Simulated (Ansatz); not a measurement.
Born–Oppenheimer molecular dynamics of a periodic cell of 16 atoms, Li (start crystal Li, start structure bcc, volume 1.15 times the crystal's). It starts from a structure without forces on its atoms.

All numbers below come from DFT PBE, scalar-relativistic, plane waves, PAW in Ansatz. Settings: cutoff 420 eV, k mesh 2x2x2, fermi-dirac smearing 0.11 eV, no spin polarisation.

```json
{
  "ensemble": "NVT, Langevin thermostat",
  "time step": "1 fs",
  "steps asked": "150",
  "set temperature": "1300 K",
  "friction": "0.02 /fs",
  "seed": "532976"
}
```

First frame:

```xyz
16
Lattice="7.3129 0.0000 0.0000 0.0000 7.3129 0.0000 0.0000 0.0000 7.3129" Properties=species:S:1:pos:R:3
Li 0.000 0.000 0.000
Li 3.656 0.000 0.000
Li 0.000 3.656 0.000
Li 0.000 0.000 3.656
Li 1.828 1.828 1.828
Li 3.656 3.656 0.000
Li 3.656 0.000 3.656
Li 5.485 1.828 1.828
Li 0.000 3.656 3.656
Li 1.828 5.485 1.828
Li 1.828 1.828 5.485
Li 3.656 3.656 3.656
Li 5.485 5.485 1.828
Li 5.485 1.828 5.485
Li 1.828 5.485 5.485
Li 5.485 5.485 5.485
```

Task: What does the run give?

Result: The run went to its last step.

- steps done: 150
- time covered: 150 fs
- mean temperature over the second half: 1211 K
- spread of the potential energy over the second half: 19.9 meV per atom
- mean potential energy of the second half above the start: 151.5 meV per atom

A run of 0.15 ps of so small a system gives no equilibrium averages. Limits of this set-up: coarse k mesh.

Task: What happens to the structure?

Result: Mean squared displacements from the first frame to the last, about the centre of mass: Li 1.21 Å². The details hang on the random start.

Task: How do temperature and energy run in time?

Result: 
```json
{"time (fs)": "0.0", "T (K)": "1219", "potential energy less start (eV)": "0.000"}
{"time (fs)": "12.0", "T (K)": "844", "potential energy less start (eV)": "0.392"}
{"time (fs)": "24.0", "T (K)": "699", "potential energy less start (eV)": "1.129"}
{"time (fs)": "36.0", "T (K)": "790", "potential energy less start (eV)": "1.520"}
{"time (fs)": "48.0", "T (K)": "855", "potential energy less start (eV)": "1.309"}
{"time (fs)": "60.0", "T (K)": "1026", "potential energy less start (eV)": "1.383"}
{"time (fs)": "72.0", "T (K)": "875", "potential energy less start (eV)": "2.097"}
{"time (fs)": "84.0", "T (K)": "1037", "potential energy less start (eV)": "2.220"}
{"time (fs)": "96.0", "T (K)": "1193", "potential energy less start (eV)": "2.081"}
{"time (fs)": "108.0", "T (K)": "1768", "potential energy less start (eV)": "2.109"}
{"time (fs)": "120.0", "T (K)": "1457", "potential energy less start (eV)": "2.514"}
{"time (fs)": "132.0", "T (K)": "1073", "potential energy less start (eV)": "2.768"}
{"time (fs)": "144.0", "T (K)": "1087", "potential energy less start (eV)": "2.875"}
```

The run took 11 min on 1 thread of Arm Neoverse V1 (shared host), peak memory 0.54 GiB.
